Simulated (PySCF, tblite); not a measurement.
**C7H10NP: geometry, infrared bands and NMR shifts**

What infrared bands and NMR shifts should C7H10NP (`CC(C)c1ccpcn1`) show?

The runs use tblite 0.8.0 and PySCF 2.14.0, with density-fitted response routines of our own; the level of theory stands in each step. All values are computed, except where a source is named. Atoms are numbered from 0 throughout.

### 1 Starting geometry

19 atoms, charge 0, multiplicity 1; geometry from: force field or distance geometry start.

Bonds of the start (Å): C0–C1 1.52, C1–C2 1.52, C1–C3 1.53, C3–C4 1.42, C4–C5 1.38, C5–P6 1.84, P6–C7 1.82, C7–N8 1.36, N8–C3 1.35, C0–H9 1.11, C0–H10 1.09, C0–H11 1.09, C1–H12 1.11, C2–H13 1.10, C2–H14 1.08, C2–H15 1.09, C4–H16 1.08, C5–H17 1.09, C7–H18 1.08.

### 2 Optimising the geometry with GFN2-xTB

The job: settings as JSON, then the geometry in Å.

```
{"job": {"kind": "relax", "xc": "GFN2-xTB", "basis": "xTB"}, "charge": 0, "multiplicity": 1}
C     -1.917500     0.804700     0.434100
C     -1.086500    -0.364900    -0.066300
C     -1.429400    -0.735400    -1.495900
C      0.405100    -0.051900     0.063100
C      1.185200    -0.868300     0.918200
C      2.543100    -0.682800     1.104600
P      3.504400     0.652200     0.284900
C      2.149500     1.414400    -0.655300
N      0.859800     0.997000    -0.657400
H     -2.996600     0.558900     0.401100
H     -1.680100     1.059900     1.469600
H     -1.772600     1.701200    -0.173100
H     -1.331500    -1.234500     0.581300
H     -2.490700    -1.011500    -1.579800
H     -0.843500    -1.571900    -1.846800
H     -1.264900     0.105800    -2.172600
H      0.710500    -1.684600     1.447400
H      3.092500    -1.350400     1.772300
H      2.353400     2.271300    -1.283800
```

Launch:

```bash
> OMP_NUM_THREADS=1 python probes_run.py task.json out
```

This one command runs all jobs of the session in turn.

**Question.** This job is followed by: GFN2-xTB harmonic vibrations, gas phase; GIAO PBE0/pcSseg-1 NMR shielding, non-relativistic, gas phase. Predict these results of the whole session: strongest single infrared mode (GFN2-xTB); zero-point energy (GFN2-xTB); 13C shifts against TMS (PBE0/pcSseg-1, means over atoms taken as alike); 1H shifts against TMS (PBE0/pcSseg-1, means over atoms taken as alike); 31P shifts against H3PO4 (PBE0/pcSseg-1); 15N shifts against NH3 (PBE0/pcSseg-1).

The runs gave:

| quantity | value |
| --- | --- |
| strongest single infrared mode (GFN2-xTB) | 3037 cm⁻¹, 89 km/mol |
| zero-point energy (GFN2-xTB) | 96.1 kcal/mol |
| 13C shifts against TMS (PBE0/pcSseg-1, means over atoms taken as alike) | 191.6, 176.9, 172.1, 128.7, 43.9, 25.7 ppm |
| 1H shifts against TMS (PBE0/pcSseg-1, means over atoms taken as alike) | 10.74, 9.64, 7.70, 2.81, 1.44 ppm |
| 31P shifts against H3PO4 (PBE0/pcSseg-1) | 198.0 ppm |
| 15N shifts against NH3 (PBE0/pcSseg-1) | 370.5 ppm |

**Reading.** The optimisation took 45 steps and gained 0.367 eV; among the close pairs (by a distance rule), C5–P6 changed most, from 1.838 to 1.738 Å. All 51 modes are real, so the xTB geometry is a minimum. GFN2-xTB is a fitted tight-binding method: band positions and strengths are rough. Its intensities can rank the bands wrongly. At PBE0/pcSseg-1: The largest span, 776 ppm, is at N8, where the paramagnetic term is -435 ppm. NICS(1)zz of -25 ppm above the planar ring from C3 marks a diatropic (aromatic) ring current.
